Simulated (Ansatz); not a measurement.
# Ni2N: one candidate of a structure search, part 1 of 2

Aim: relax a trial structure of Ni2N and see where it ends.

Program: Ansatz 0.2.0. Level of theory: DFT PBE, scalar-relativistic, plane waves, PAW. These are calculated values, not measurements.

## (1) The system as given

Symmetry: P6/mmm, No. 191, hexagonal system. The conventional cell has a = 3.523 Å, b = 3.523 Å, c = 2.479 Å, α = 90.00°, β = 90.00°, γ = 120.00°. Ni (site symmetry -6m2) has 5 Ni at 2.03 to 2.48 Å and 6 N at 2.38 Å as nearest neighbours. N (site symmetry 6/mmm) has 12 Ni at 2.38 Å as nearest neighbours.

As a file:

```xyz
3
Lattice="3.5227 0.0000 0.0000 -1.7614 3.0507 0.0000 0.0000 0.0000 2.4792" Properties=species:S:1:pos:R:3 pbc="T T T"
Ni    0.0000    2.0338    1.2396
Ni    1.7614    1.0169    1.2396
N     0.0000    0.0000    0.0000
```

A structure generator made this guess: random cell by space group and Wyckoff sites (P6/mmm, No. 191). Its size is a rough estimate.

## (2) A first look at the guess

Contents of input.yaml:

```yaml
crystal:
  lattice:
    - [3.5227024, 0.0, 0.0]
    - [-1.7613512, 3.05074977, 0.0]
    - [0.0, 0.0, 2.47924184]
  atoms:
    - { symbol: Ni, position: [0.33333333, 0.66666667, 0.5], spin: 2.0 }
    - { symbol: Ni, position: [0.66666667, 0.33333333, 0.5], spin: 2.0 }
    - { symbol: "N", position: [0.0, 0.0, 0.0] }
basis:
  ecutwfc: 420
kpoints:
  mp_grid: { grid: [6, 6, 8] }
hamiltonian:
  xc: pbe
scf:
  occupations: { method: gaussian, width: 0.1 }
  lower_state_search: "off"
output:
  forces: true
  stress: true
  eigenvalues: true
  populations: true
magnetization:
  spin_polarized: true
```

Launch:

```sh
> ansatz run input.yaml --threads 1 --pin off --max-ram 2560MiB --backend cpu --events-out ev --progress --plain --runs-dir out
```

What it wrote, shortened:

```text
Warning: RAYON_NUM_THREADS=1 ignored (pool sized by the plan → 1); use --threads N
[...]
Pseudopotentials: kind: paw
Pseudopotential: Ni, paw, valence charge 18, recommended cutoff 420 eV (normal), Ni.paw.azcp
Pseudopotential: N, paw, valence charge 5, recommended cutoff 420 eV (normal), N.paw.azcp
Functional definition: PBE
[...]
Crystal: 3 atoms, lattice volume = 26.644 Å³
Basis set: ecut = 420 eV, 507 PW (Γ), exchange–correlation on 48×48×36 points (8 copies of the dense FFT grid, shifted against one another)
Bands: 27, of which v1, the nominal top of the filled ones, is band 21 counted from 1 (20 counted from 0)
Symmetry: 24 space group operations
Space group: P6/mmm (ITA 191), of the structure as read, at distance tolerance 3.0e-5 Å
Magnetic group: BNS 191.233 (UNI 1463), of the structure as read, at distance tolerance 3.0e-5 Å
k-points: 35 of 288
[...]
Starting moments: Σ|m| = 4 μB on 2 of 3 sites
[...]
SCF iter   1: F=—  HF=-12061.350881 eV  |F-HF|=—  |Δ(HF+E_count)|=         —  Δρ=3.73e-1 (↑1.10e-1 ↓3.73e-1)  dr2=3.53e1  dr2_m=1.03e1  M=0.603 μB ∫|m|=0.761 μB  β_m=0.30  ethr=3.10e-3  ⟨swp⟩=5.3  Hψ=6716  notcnv=0
[...]
spin-set hold released at iteration 2 (the charge has settled, or the pull on large starting moments outlasts its swing): the magnetisation degrees of freedom join the quasi-Newton model from the next iteration; the mixer history was flushed
[...]
SCF iter  15: F=-12058.062673 eV  HF=-12058.062673 eV  |F-HF|=3.22e-9  |Δ(HF+E_count)|=  3.67e-10  Δρ=3.46e-6 (↑2.46e-6 ↓3.46e-6)  dr2=4.21e-9  dr2_m=1.23e-9  M=1.809 μB ∫|m|=1.890 μB  ethr=2.11e-10  ⟨swp⟩=2.6  Hψ=5938  notcnv=0
[...]
SCF converged after 15 iterations
Magnetization: 1.8089 μB (21.4044 up, 19.5956 down)
Absolute magnetization: 1.8916 μB (∫|ρ↑−ρ↓|, with the PAW one-centre terms)
Spin contamination: 0.0104 ħ² per cell (⟨S²⟩ above its minimum at these occupations)
Per-site moments (μB) at R_I (Å): [(0.7853285003191398, 0.8389561865262065), (0.7853285003191404, 0.8389561865262065), (0.2486035004392413, 0.9825068907345271)]
Free energy (F): -12058.062673 eV
[...]
E sigma→0 (E₀):  -12058.052961 eV
Entropy (-TS):   -0.019425 eV (-6.475 meV/atom)
Fermi energy:    17.987488 eV
[...]
--- Forces (eV/Å), atoms counted from 1 ---
  atom   1  Ni     0.00000000    -0.00000000     0.00000000
  atom   2  Ni     0.00000000     0.00000000     0.00000000
  atom   3  N      0.00000000     0.00000000     0.00000000
[...]
--- Stress (GPa, compression-positive) ---
       54.252672       0.000000       0.000000
       -0.000000      54.252672       0.000000
        0.000000       0.000000      12.026283
  P = ⅓ Tr σ = 40.1772 GPa (401.772 kbar)
--- Band table (eV; the first three rows and the last of 70) ---
  k-point 0 ↑: bands = ["-86.1203", "-85.9357", "-46.9079", "-46.9079", "-46.3416", "-46.3416", "-46.1188", "-45.9841", "1.5045", "12.3220", "12.3220", "13.3447", "14.5312", "14.5312", "15.2513", "15.5620", "15.5620", "16.0352", "17.0738", "17.0738", "18.0770", "18.2128", "18.2128", [...]
--- Löwdin populations: 3 sites ---
  site symbol       q [e]    m [muB]
     0     Ni     17.4122     0.7664
     1     Ni     17.4122     0.7664
     2      N      5.9011     0.2998
  spilling = 0.006693 (of n_electrons = 41.000000)
```

Wall time 4.7 s (1 thread of Arm Neoverse V2, shared host); peak memory 0.3 GiB.

Per atom:

| atom | moment in the atom's sphere (μB) | Löwdin electrons |
| --- | --- | --- |
| Ni1 | 0.79 | 17.41 |
| Ni2 | 0.79 | 17.41 |
| N3 | 0.25 | 5.90 |

The Löwdin counts miss 0.27 of the 41 electrons, which the atomic orbitals do not span, so they are no charges.

From the probe: pressure 40.2 GPa, largest force 0.00 eV/Å, gap on this mesh none (metal). A guess like this is first relaxed loosely on the coarse mesh.

## (3) Rough relaxation on the coarse mesh

Edit input.yaml of step 2 so:

```diff
@@ -25 +25,6 @@
   spin_polarized: true
+relax:
+  adjacent_minimum: "off"
+  f_tol: 0.04
+  max_steps: 70
+  cell: { stress_tol: 0.4 }
```

Launch:

```sh
> ansatz run input.yaml --threads 1 --pin off --max-ram 2560MiB --backend cpu --events-out ev --progress --plain --runs-dir out
```

What it wrote:

```text
Warning: RAYON_NUM_THREADS=1 ignored (pool sized by the plan → 1); use --threads N
Engine: ansatz 0.2.0, aarch64-unknown-linux-gnu
[... 4 set-up lines as earlier in the session ...]
  parameter kappa = 0.804
  parameter beta = 0.06672455060314922
  exchange = pbe_x(kappa = kappa, mu = beta*pi^2/3)
  correlation = pbe_c(beta = beta)
Crystal: 3 atoms, lattice volume = 26.644 Å³
Basis set: ecut = 420 eV, 507 PW (Γ), exchange–correlation on 48×48×36 points (8 copies of the dense FFT grid, shifted against one another)
Bands: 27, of which v1, the nominal top of the filled ones, is band 21 counted from 1 (20 counted from 0)
[... 2 set-up lines as earlier in the session ...]
Magnetic group: BNS 191.233 (UNI 1463), of the structure as read, at distance tolerance 3.0e-5 Å
k-points: 35 of 288
Non-local potential: Ni, projectors of the file, l = 0: 3, l = 1: 2, l = 2: 3, l = 3: 1
Non-local potential: N, projectors of the file, l = 0: 2, l = 1: 2, l = 2: 1
PAW form: soft (Blöchl's): semilocal exchange-correlation on the pseudo side does not see the compensation charge
PAW one-centre angular grid: Ni, 590 points (default); XC on 64 Gauss nodes
PAW one-centre angular grid: N, 110 points (default); XC on 64 Gauss nodes
Initial density: superposition of atomic densities (chi_scale 0.1, normalization cell, long waves kept (reshape's long-wave potential 0.00 eV rms))
Starting moments: Σ|m| = 4 μB on 2 of 3 sites
Initial wavefunctions: pseudopotential atomic-orbital guess
Functional: x = pbe(κ = 0.804, μ = 0.2195149727645171), c = pbe(β = 0.06672455060314922)
SCF iter   1: F=—  HF=-12061.350876 eV  |F-HF|=—  |Δ(HF+E_count)|=         —  Δρ=3.73e-1 (↑1.10e-1 ↓3.73e-1)  dr2=3.53e1  dr2_m=1.03e1  M=0.603 μB ∫|m|=0.761 μB  β_m=0.30  ethr=3.10e-3  ⟨swp⟩=5.3  Hψ=6714  notcnv=0
preconditioner: auto → none  [metal: Δε(μ)=0.005 eV  Ē_g=11.715 eV  σ=0.100 eV  W_gap=0.03  n_scr=8 (ndim 8)  ℏωp=36.0 eV  f_vac=0.000  D(μ)=2.47/eV (n_scr^D=26)  sad-step TF]
SCF iter   2: F=—  HF=-12058.126301 eV  |F-HF|=—  |Δ(HF+E_count)|=    3.22e0  Δρ=1.31e-1 (↑1.31e-1 ↓4.40e-2)  dr2=1.51e0  dr2_m=1.50e0  M=2.697 μB ∫|m|=2.742 μB  β_m=0.30  ethr=3.10e-3  ⟨swp⟩=3.2  Hψ=4545  notcnv=0  defer=115
Mixer restart at iter 2: flushing history
spin-set hold released at iteration 2 (the charge has settled, or the pull on large starting moments outlasts its swing): the magnetisation degrees of freedom join the quasi-Newton model from the next iteration; the mixer history was flushed
SCF iter   3: F=—  HF=-12058.551245 eV  |F-HF|=—  |Δ(HF+E_count)|=   4.25e-1  Δρ=1.99e-1 (↑7.60e-2 ↓1.99e-1)  dr2=7.19e0  dr2_m=4.04e0  M=1.481 μB ∫|m|=1.578 μB  β_m=0.28  ethr=3.10e-3  ⟨swp⟩=3.0  Hψ=3947  notcnv=0  defer=101  recentre
SCF iter   4: F=—  HF=-12057.953741 eV  |F-HF|=—  |Δ(HF+E_count)|=   5.98e-1  Δρ=8.27e-2 (↑8.27e-2 ↓3.14e-2)  dr2=7.30e-1  dr2_m=6.73e-1  M=2.558 μB ∫|m|=2.611 μB  β_m=0.22  ethr=3.10e-3  ⟨swp⟩=3.0  Hψ=3359  notcnv=0  defer=112
SCF iter   5: F=—  HF=-12057.975445 eV  |F-HF|=—  |Δ(HF+E_count)|=   2.17e-2  Δρ=5.43e-2 (↑5.22e-2 ↓5.43e-2)  dr2=8.94e-2  dr2_m=6.74e-1  M=1.996 μB ∫|m|=2.085 μB  β_m=0.26  ethr=1.78e-3  ⟨swp⟩=2.1  Hψ=2769  notcnv=0  defer=103
SCF iter   6: F=—  HF=-12058.057024 eV  |F-HF|=—  |Δ(HF+E_count)|=   8.16e-2  Δρ=1.59e-2 (↑1.59e-2 ↓5.78e-3)  dr2=5.61e-2  dr2_m=2.49e-2  M=2.044 μB ∫|m|=2.134 μB  β_m=0.46  ethr=2.18e-4  ⟨swp⟩=2.6  Hψ=3193  notcnv=0  defer=104
SCF iter   7: F=—  HF=-12058.064555 eV  |F-HF|=—  |Δ(HF+E_count)|=   7.53e-3  Δρ=1.18e-2 (↑7.09e-3 ↓1.18e-2)  dr2=3.97e-2  dr2_m=1.39e-2  M=1.807 μB ∫|m|=1.906 μB  β_m=0.44  ethr=1.37e-4  ⟨swp⟩=1.6  Hψ=2468  notcnv=0  defer=101
SCF iter   8: F=—  HF=-12058.062404 eV  |F-HF|=—  |Δ(HF+E_count)|=   2.15e-3  Δρ=5.75e-3 (↑3.37e-3 ↓5.75e-3)  dr2=7.06e-3  dr2_m=3.70e-3  M=1.833 μB ∫|m|=1.926 μB  β_m=0.72  ethr=9.69e-5  ⟨swp⟩=1.0  Hψ=2086  notcnv=0  defer=101
SCF iter   9: F=—  HF=-12058.062735 eV  |F-HF|=—  |Δ(HF+E_count)|=   3.31e-4  Δρ=3.23e-3 (↑1.79e-3 ↓3.23e-3)  dr2=2.94e-3  dr2_m=9.37e-4  M=1.817 μB ∫|m|=1.905 μB  β_m=0.86  ethr=1.72e-5  ⟨swp⟩=1.0  Hψ=1798  notcnv=0  defer=101
SCF iter  10: F=—  HF=-12058.062672 eV  |F-HF|=—  |Δ(HF+E_count)|=   6.32e-5  Δρ=4.63e-4 (↑4.63e-4 ↓4.09e-4)  dr2=5.13e-5  dr2_m=3.66e-5  M=1.815 μB ∫|m|=1.899 μB  β_m=0.93  ethr=7.18e-6  ⟨swp⟩=1.1  Hψ=1803  notcnv=0  defer=101
SCF iter  11: F=—  HF=-12058.062671 eV  |F-HF|=—  |Δ(HF+E_count)|=   1.35e-6  Δρ=3.12e-4 (↑2.21e-4 ↓3.12e-4)  dr2=1.84e-5  dr2_m=1.31e-5  M=1.812 μB ∫|m|=1.894 μB  β_m=0.97  ethr=1.25e-7  ⟨swp⟩=1.9  Hψ=2197  notcnv=0  defer=100
SCF iter  12: F=—  HF=-12058.062674 eV  |F-HF|=—  |Δ(HF+E_count)|=   3.37e-6  Δρ=1.81e-4 (↑1.05e-4 ↓1.81e-4)  dr2=1.02e-5  dr2_m=1.88e-6  M=1.809 μB ∫|m|=1.891 μB  β_m=0.80  ethr=4.48e-8  ⟨swp⟩=1.6  Hψ=2053  notcnv=0  defer=100
SCF iter  13: F=—  HF=-12058.062673 eV  |F-HF|=—  |Δ(HF+E_count)|=   7.40e-7  Δρ=3.55e-5 (↑3.37e-5 ↓3.55e-5)  dr2=5.65e-7  dr2_m=1.79e-7  M=1.809 μB ∫|m|=1.890 μB  β_m=0.90  ethr=2.48e-8  ⟨swp⟩=1.8  Hψ=2282  notcnv=0  defer=100
iter 14 did not close the SCF: its close was put off for a magnetic moment that had not settled (scf_convergence_deferred on its scf_iter line)
SCF iter  14: F=-12058.062673 eV  HF=-12058.062673 eV  |F-HF|=7.66e-8  |Δ(HF+E_count)|=   5.40e-9  Δρ=1.31e-5 (↑1.19e-5 ↓1.31e-5)  dr2=8.60e-8  dr2_m=1.20e-8  M=1.809 μB ∫|m|=1.890 μB  β_m=0.95  ethr=2.44e-10  ⟨swp⟩=8.5  Hψ=8627  notcnv=0
SCF iter  15: F=-12058.062673 eV  HF=-12058.062673 eV  |F-HF|=3.30e-9  |Δ(HF+E_count)|=  3.78e-10  Δρ=3.50e-6 (↑2.48e-6 ↓3.50e-6)  dr2=4.31e-9  dr2_m=1.25e-9  M=1.809 μB ∫|m|=1.890 μB  ethr=2.10e-10  ⟨swp⟩=2.6  Hψ=5945  notcnv=0
SCF 1 converged in 15 iterations: F = -12058.062673 eV  dr2 = 4.31e-9
relax step   1: F+E_penalty+E_count = -12058.06267322 eV  Δ(F+E_penalty+E_count) = +0.000e0 eV  max|allowed force component| = 1.850e-17 eV/Å  Δτ_max = 0.0000 Å  P = +40.177 GPa  Ω = 26.644 Å³  (15 SCF iters, dr2 threshold 1.00e-7 eV, accepted)
[... from here on, the SCF cycles and remarks between the steps are left out ...]
relax step   2: F+E_penalty+E_count = -12058.60389266 eV  Δ(F+E_penalty+E_count) = -5.412e-1 eV  max|allowed force component| = 2.128e-16 eV/Å  Δτ_max = 0.0000 Å  P = +12.105 GPa  Ω = 29.173 Å³  energy of the carried Pulay correction = -6.448e-3 eV  (10 SCF iters, dr2 threshold 3.00e-7 eV, accepted)
relax step   3: F+E_penalty+E_count = -12058.68788863 eV  Δ(F+E_penalty+E_count) = -8.400e-2 eV  max|allowed force component| = 1.110e-16 eV/Å  Δτ_max = 0.0000 Å  P = +2.640 GPa  Ω = 30.329 Å³  energy of the carried Pulay correction = -9.228e-3 eV  (11 SCF iters, dr2 threshold 3.00e-7 eV, accepted)
relax step   4: F+E_penalty+E_count = -12058.69308150 eV  Δ(F+E_penalty+E_count) = -5.193e-3 eV  max|allowed force component| = 1.110e-16 eV/Å  Δτ_max = 0.0000 Å  P = +0.259 GPa  Ω = 30.652 Å³  energy of the carried Pulay correction = -9.990e-3 eV  (8 SCF iters, dr2 threshold 3.00e-7 eV, accepted)
relax step   5: F+E_penalty+E_count = -12058.69307712 eV  Δ(F+E_penalty+E_count) = +4.375e-6 eV  max|allowed force component| = 1.480e-16 eV/Å  Δτ_max = 0.0000 Å  P = +0.019 GPa  Ω = 30.684 Å³  energy of the carried Pulay correction = -1.007e-2 eV  (7 SCF iters, dr2 threshold 3.00e-7 eV, accepted)
relax step   6: F+E_penalty+E_count = -12058.71908172 eV  Δ(F+E_penalty+E_count) = -2.600e-2 eV  max|allowed force component| = 2.220e-16 eV/Å  Δτ_max = 0.0000 Å  P = +1.337 GPa  Ω = 30.684 Å³  stress off target by 1.76e0 GPa  SCF on the basis re-selected at this cell (its energy is not comparable with the rows above)  (9 SCF iters)
relax step   7: F+E_penalty+E_count = -12058.71988140 eV  Δ(F+E_penalty+E_count) = -7.997e-4 eV  max|allowed force component| = 1.480e-16 eV/Å  Δτ_max = 0.0000 Å  P = +0.182 GPa  Ω = 30.882 Å³  energy of the carried Pulay correction = -4.765e-4 eV  (8 SCF iters, dr2 threshold 3.00e-7 eV, accepted)
relax step   8: F+E_penalty+E_count = -12058.72040283 eV  Δ(F+E_penalty+E_count) = -5.214e-4 eV  max|allowed force component| = 1.480e-16 eV/Å  Δτ_max = 0.0000 Å  P = +0.175 GPa  Ω = 30.882 Å³  stress off target by 2.24e-1 GPa  SCF on the basis re-selected at this cell (its energy is not comparable with the rows above)  (6 SCF iters)
basis re-selected at this cell: Δ(F+E_penalty+E_count) = -5.214e-4 eV, ΔP = -0.007 GPa vs the last step (what re-selecting the basis moved, of the pressure what is left beyond the Pulay correction that the steps carried, after the strain that the cell walked since its last selection, with what the two solves' SCF thresholds leave and, on support functions, any second-order correction that the steps lacked; it is no measure of the basis error at this ecutwfc). This SCF's stress stands 2.24e-1 GPa from its target on what of the cell is left free (relax.cell.stress_tol is 4.00e-1 GPa) and its largest allowed force component is 1.48e-16 eV/Å (relax.f_tol is 4.00e-2 eV/Å): within both
SCF converged after 6 iterations
Magnetization: 2.0019 μB (21.5010 up, 19.4990 down)
Absolute magnetization: 2.1162 μB (∫|ρ↑−ρ↓|, with the PAW one-centre terms)
Spin contamination: 0.0129 ħ² per cell (⟨S²⟩ above its minimum at these occupations)
Per-site moments (μB) at R_I (Å): [(0.8827411120760313, 0.9092790351315507), (0.8827411120760312, 0.9092790351315507), (0.2699152953496534, 1.0090907772794044)]
Free energy (F): -12058.720403 eV
Harris-Foulkes:  -12058.720403 eV  (|F-HF|=1.70e-8)
Internal energy: -12058.703292 eV  (E = F + TS)
E sigma→0 (E₀):  -12058.711848 eV
Entropy (-TS):   -0.017110 eV (-5.703 meV/atom)
Fermi energy:    14.733611 eV
--- Per-component energies (eV) ---
  E_band       = -655.794788
  E_kinetic    = 685.244840
  E_local      = -7962.985166  (includes V_loc(G=0)·N_el)
  E_nonlocal   = 1330.645140
  E_hartree    = 3332.086386
  E_xc         = -225.207803
  E_vxc        = -289.079878  (∫ρ·V_xc dr)
  E_paw        = -3394.027687  (= ΣΔE_a)
  E_vpaw       = -1083.793923  (= ΣTr[D̂ρ^β])
  E_aug_tail   = 0.001222  (compensation charges beyond the density's cutoff)
  E_ewald      = -5824.460225
  E_smearing   = -0.017110  (= −TS)
  E_closure    = 0.000000  (closes the sum)
  Σ components = -12058.720403   (vs F -12058.720403, Δ=0.00e0)
--- Forces (eV/Å), atoms counted from 1 ---
  atom   1  Ni    -0.00000000    -0.00000000     0.00000000
  atom   2  Ni     0.00000000     0.00000000    -0.00000000
  atom   3  N     -0.00000000     0.00000000     0.00000000
  max |Σ_I F_I| component: 2.78e-17 eV/Å
--- Stress (GPa, compression-positive) ---
        0.224297      -0.000000       0.000000
       -0.000000       0.224297       0.000000
        0.000000       0.000000       0.077194
  P = ⅓ Tr σ = 0.1753 GPa (1.753 kbar)
--- Band table (eV; the first three rows and the last of 70) ---
  k-point 0 ↑: bands = ["-89.0657", "-88.9893", "-49.6877", "-49.6877", "-49.4192", "-49.4192", "-49.1413", "-49.0851", "-0.6737", "9.8187", "9.8187", "10.5875", "11.7464", "11.7464", "11.8549", "12.0305", "12.9703", "12.9703", "13.9118", "13.9118", "14.7853", "14.7853", "15.7303", "20.1232", "20.1232", "24.8245", "30.7510"]
[... 3 lines left out ...]
--- Relaxed structure (6 steps of the walk, 6 accepted, 2 SCFs on fresh bases) ---
  F+E_penalty+E_count = -12058.72040283 eV   max|allowed force component| = 1.480e-16 eV/Å   (the final SCF, on the basis selected at the relaxed cell)
  cell:  # Å, volume = 30.8819 Å³
    - [3.8179817869213384, -7.68529867513459e-32, -6.435964407748178e-34]
    - [-1.9089908934606692, 3.306469218660184, -6.617974281353663e-34]
    - [-4.52956577773465e-34, -7.993351372472915e-34, 2.4462806721924957]
  atoms:
    - { symbol: Ni, position: [0.3333333333333333, 0.6666666666666666, 0.5] }
    - { symbol: Ni, position: [0.6666666666666666, 0.3333333333333333, 0.5] }
    - { symbol: N, position: [-4.6835853225726154e-35, -2.910981770935127e-34, 1.6472184286297693e-83] }
--- Löwdin populations: 3 sites ---
  site symbol       q [e]    m [muB]
     0     Ni     17.4481     0.8568
     1     Ni     17.4481     0.8568
     2      N      5.8162     0.3202
  spilling = 0.007015 (of n_electrons = 41.000000)
```

Wall time 29 s (1 thread of Arm Neoverse V2, shared host); peak memory 0.33 GiB.

Step by step:

| step | energy from step 1 (eV/cell) | largest force component (eV/Å) | pressure (GPa) | volume (Å³) |
| --- | --- | --- | --- | --- |
| 1 | 0.0000 | 0.0000 | 40.18 | 26.64 |
| 2 | -0.5412 | 0.0000 | 12.11 | 29.17 |
| 3 | -0.6252 | 0.0000 | 2.64 | 30.33 |
| 4 | -0.6304 | 0.0000 | 0.26 | 30.65 |
| 5 | -0.6304 | 0.0000 | 0.02 | 30.68 |
| 6 | -0.6564 | 0.0000 | 1.34 | 30.68 |
| 7 | -0.6572 | 0.0000 | 0.18 | 30.88 |
| 8 | -0.6577 | 0.0000 | 0.18 | 30.88 |

Step 1 is the start. Steps 6, 8 each repeat the geometry before them on a plane-wave basis chosen anew, so the energy can jump there without any move.

|  | before | after | change |
| --- | --- | --- | --- |
| a (Å) | 3.523 | 3.818 | +8.4 % |
| b (Å) | 3.523 | 3.818 | +8.4 % |
| c (Å) | 2.479 | 2.446 | -1.3 % |
| volume (Å³/atom) | 8.88 | 10.29 | +15.9 % |
| shortest distance (Å) | 2.034 | 2.204 | +8.4 % |
| space group (0.01 Å) | P6/mmm | P6/mmm | same |

Forces and stress were held to the start's 24 operations: a distortion of lower symmetry was not tested.

Per atom:

| atom | moment in the atom's sphere (μB) | Löwdin electrons |
| --- | --- | --- |
| Ni1 | 0.88 | 17.45 |
| Ni2 | 0.88 | 17.45 |
| N3 | 0.27 | 5.82 |

The Löwdin counts miss 0.29 of the 41 electrons, which the atomic orbitals do not span, so they are no charges.

(Continued in part 2 of 2.)
